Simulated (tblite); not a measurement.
# C3H11BrO3Si2: the cost of one run

The runs use tblite 0.8.0 and PySCF 2.14.0, with density-fitted response routines of our own; the level of theory stands in each step. All values are computed, except where a source is named. Atoms count from 0, in the outputs and in this text.

## Step 1: Starting geometry

20 atoms, charge 0, multiplicity 1; geometry from: force field or distance geometry start.

Bonds of the start (Å): C0–C1 1.47, C1–C2 1.52, C1–O3 1.41, O3–Si4 1.71, Si4–O5 1.72, Si4–O6 1.71, O6–Si7 1.75, Si7–Br8 2.26, C0–H9 1.11, C0–H10 1.13, C0–H11 1.11, C1–H12 1.12, C2–H13 1.10, C2–H14 1.09, C2–H15 1.12, Si4–H16 1.49, O5–H17 0.99, Si7–H18 1.45, Si7–H19 1.49.

## Step 2: Relaxing the molecule with GFN2-xTB

The job: settings as JSON, then the geometry in Å.

```
{"job": {"kind": "relax", "xc": "GFN2-xTB", "basis": "xTB"}, "charge": 0, "multiplicity": 1}
C     -2.496000     0.422800    -1.206200
C     -1.457800     0.008000    -0.244400
C     -1.991400    -0.643700     1.017300
O     -0.515100    -0.895900    -0.779400
Si     0.994900    -0.111800    -0.601500
O      0.934700     1.301300    -1.577000
O      2.349000    -1.091300    -0.946600
Si     3.528600    -0.655100     0.265800
Br     4.295900     1.426100    -0.152900
H     -3.033900    -0.421200    -1.689000
H     -3.256400     1.019100    -0.623500
H     -2.024900     1.029500    -2.002100
H     -0.919500     0.915300     0.118500
H     -3.086800    -0.532400     1.031900
H     -1.682100    -1.690800     1.088200
H     -1.586800    -0.104000     1.910200
H      1.078800     0.243200     0.840900
H      1.569800     1.954700    -1.190400
H      4.581300    -1.634800     0.407900
H      2.712700    -0.528400     1.509800
```

On the command line:

```console
OMP_NUM_THREADS=1 python probes_run.py task.json out
```

This one command runs all jobs of the session in turn.

**Question.** How long does this first job take on 1 thread of Arm Neoverse V1, shared host, and how much memory does it need?

About 1.7 s, with a peak of 0.18 GiB.
